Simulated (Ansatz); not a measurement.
# Cu (fcc type): the cost of one run

Computed with Ansatz 0.2.0 (DFT, r2SCAN, PAW with Ansatz's default frozen-core files, scalar-relativistic, unless a step's input says otherwise).

### 1 The starting structure

The structure is cubic, space group Fm-3m (No. 225). The conventional cell has a = 3.615 Å, b = 3.615 Å, c = 3.615 Å, α = 90.00°, β = 90.00°, γ = 90.00°. Around Cu (site symmetry m-3m) lie 12 Cu at 2.56 Å.

Coordinates:

```cif
data_structure
_symmetry_space_group_name_H-M 'P 1'
_symmetry_Int_Tables_number 1
_cell_length_a 2.5562
_cell_length_b 2.5562
_cell_length_c 2.5562
_cell_angle_alpha 60.000
_cell_angle_beta 60.000
_cell_angle_gamma 60.000
_cell_volume 11.81
loop_
_atom_site_label
_atom_site_type_symbol
_atom_site_fract_x
_atom_site_fract_y
_atom_site_fract_z
_atom_site_occupancy
Cu1 Cu 0.00000 0.00000 0.00000 1
```

### 2 Bulk cell relaxed, PAW

input.yaml

```yaml
crystal:
  lattice:
    - [0.0, 1.8074791684, 1.8074791684]
    - [1.8074791684, 0.0, 1.8074791684]
    - [1.8074791684, 1.8074791684, 0.0]
  atoms:
    - { symbol: Cu, position: [0.0, 0.0, 0.0] }
kpoints:
  mp_grid: { grid: [21, 21, 21] }
scf:
  occupations: { method: fermi_dirac, width: 0.05 }
hamiltonian:
  xc: r2scan
  pseudopotentials: { kind: paw }
output:
  forces: true
  stress: true
  write_density: true
  write_potential: true
  elf: true
  volumetric_format: npy
relax:
  f_tol: 0.005
  max_steps: 40
  cell: {}
```

The run is started by

```console
$ ansatz run input.yaml --threads 2 --pin off --max-ram 4096MiB --backend cpu --events-out ev --progress --plain --runs-dir out
```

What time and memory should one allow on 2 threads of Intel Xeon 6975P-C (Granite Rapids), shared host?

About 7.6 s, with a peak of 0.42 GiB.
